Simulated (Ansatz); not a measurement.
# CH2O2Se: the cost of one run

Program: Ansatz 0.2.0. Level of theory: RKS PBE/def2-SVP. These are calculated values, not measurements.

1 further run of the same task is left out (it didn't finish).

## 1. The structure to begin with

Bond lengths: O1–C2 1.282 Å, C2–O3 1.365 Å, C2–Se4 1.870 Å, O3–H5 1.040 Å, Se4–H6 1.546 Å. Angles: O1–C2–O3 118.4°, O1–C2–Se4 124.5°, O3–C2–Se4 117.1°, C2–O3–H5 121.3°, C2–Se4–H6 92.6°.

Coordinates:

```xyz
6

O    -0.3767   -1.2243    0.9184
C    -0.0703   -0.3704    0.0129
O     1.2503   -0.1131   -0.2172
Se   -1.3118    0.5344   -1.0540
H     1.9957   -0.5845    0.3332
H    -1.4450    1.6938   -0.0395
```

## 2. End point A

File input.yaml:

```yaml
crystal:
  periodic: [false, false, false]
  atoms:
    - { symbol: O, position_ang: [-0.3767, -1.2243, 0.9184] }
    - { symbol: C, position_ang: [-0.0703, -0.3704, 0.0129] }
    - { symbol: O, position_ang: [1.2503, -0.1131, -0.2172] }
    - { symbol: Se, position_ang: [-1.3118, 0.5344, -1.054] }
    - { symbol: H, position_ang: [1.9957, -0.5845, 0.3332] }
    - { symbol: H, position_ang: [-1.445, 1.6938, -0.0395] }
basis:
  gaussian: { orbitals: def2-SVP }
hamiltonian:
  xc: pbe
relax:
  f_tol: 0.015
  max_steps: 40
```

Launch:

```sh
> ansatz run input.yaml --threads 1 --pin off --max-ram 2048MiB --backend cpu --events-out ev --progress --plain --runs-dir out
```

Q: Estimate wall time and peak memory on 1 thread of Arm Neoverse V2, shared host.

About 29 s, with a peak of 0.12 GiB.
